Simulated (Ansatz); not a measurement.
**BClH₄SeSi: up Jacob's ladder to CCSD(T)**

The task here is to estimate one member of a computed series from the others.

Method: functionals in def2-TZVPP, the program's frozen cores in correlated methods; program: Ansatz 0.2.0, Gaussian basis.

Plan: PBE-D4, r2SCAN-D4, PBE0-D4, B3LYP-D4, ωB97X-V, ωB97M-V, B2PLYP; CCSD(T)/def2-TZVPP; MP2/def2-QZVPP; extrapolation to the limit.

**Structure used throughout**

All runs share one geometry, relaxed beforehand with PBE0-D4 in a triple-zeta def2 set.

SMILES `[SiH3]B(Cl)[SeH]`, 8 atoms, charge 0, spin multiplicity 1.

Atoms are counted from 1 here; the program's logs count them from 0.

Bond lengths: Si1–B2 2.012 Å, Si1–H5 1.488 Å, Si1–H6 1.489 Å, Si1–H7 1.488 Å, B2–Cl3 1.754 Å, B2–Se4 1.920 Å, Se4–H8 1.469 Å. Angles: B2–Si1–H5 109.8°, B2–Si1–H6 111.3°, B2–Si1–H7 109.7°, H5–Si1–H6 108.8°, H5–Si1–H7 108.3°, H6–Si1–H7 108.8°, Si1–B2–Cl3 119.6°, Si1–B2–Se4 123.9°, Cl3–B2–Se4 116.5°, B2–Se4–H8 95.4°.

As a file:

```
Si   -0.1181    1.0131   -0.3803
B     0.5996   -0.8364   -0.0441
Cl    2.0714   -1.3543   -0.8455
Se   -0.2332   -2.1115    1.1249
H    -0.4074    1.1855   -1.8301
H    -1.3677    1.2576    0.3908
H     0.8969    2.0264    0.0175
H    -1.3493   -1.2374    1.5109
```

Set-up of the first run:

in.yaml

```yaml
crystal:
  periodic: [false, false, false]
  atoms:
    - {symbol: Si, position_ang: [-0.118144, 1.013065, -0.380262]}
    - {symbol: B, position_ang: [0.599572, -0.836406, -0.044136]}
    - {symbol: Cl, position_ang: [2.071401, -1.354278, -0.845482]}
    - {symbol: Se, position_ang: [-0.233227, -2.111513, 1.124930]}
    - {symbol: H, position_ang: [-0.407353, 1.185464, -1.830084]}
    - {symbol: H, position_ang: [-1.367696, 1.257560, 0.390809]}
    - {symbol: H, position_ang: [0.896941, 2.026383, 0.017541]}
    - {symbol: H, position_ang: [-1.349294, -1.237375, 1.510884]}
basis:
  gaussian: {orbitals: def2-TZVPP}
hamiltonian: {xc: pbe, dispersion: d4}
output: {forces: true, orbitals: {seedname: orbitals}}
```

On the command line:

```
ansatz run in.yaml --threads 4 --pin off --events-out ev --progress --plain --max-ram 10444MiB
```

Steps of the session up to this table: PBE-D4 (GGA); r2SCAN-D4 (meta-GGA); PBE0-D4 (hybrid); B3LYP-D4 (hybrid); ωB97X-V (range-separated); ωB97M-V (range-separated); B2PLYP (double hybrid); CCSD(T) in def2-TZVPP; MP2 in def2-QZVPP.

One table of the session follows, with a row left open; its other results are not shown here.

| method | atomisation energy (kJ/mol) |
| --- | --- |
| PBE-D4 | 2440.7 |
| r2SCAN-D4 | 2439.1 |
| PBE0-D4 | 2415.6 |
| B3LYP-D4 | 2406.3 |
| ωB97X-V | 2429.0 |
| ωB97M-V | 2412.5 |
| B2PLYP | 2374.6 |
| HF/def2-TZVPP | 1798.8 |
| MP2/def2-TZVPP | ? |
| CCSD/def2-TZVPP | 2309.6 |
| CCSD(T)/def2-TZVPP | 2349.1 |
| MP2/CBS | 2440.9 |
| CCSD(T)/CBS | 2415.0 |

Q: Estimate the row for MP2/def2-TZVPP from the others.

**Answer.** atomisation energy (kJ/mol): 2374.9. In the column «atomisation energy (kJ/mol)» it lies between B2PLYP (2374.6) and B3LYP-D4 (2406.3).

To keep in mind: Free atoms (1 Si, 1 B, 1 Cl, 1 Se, 4 H) were run apart at each level; the atomisation energy is their sum less the molecule, without zero-point or spin-orbit terms.
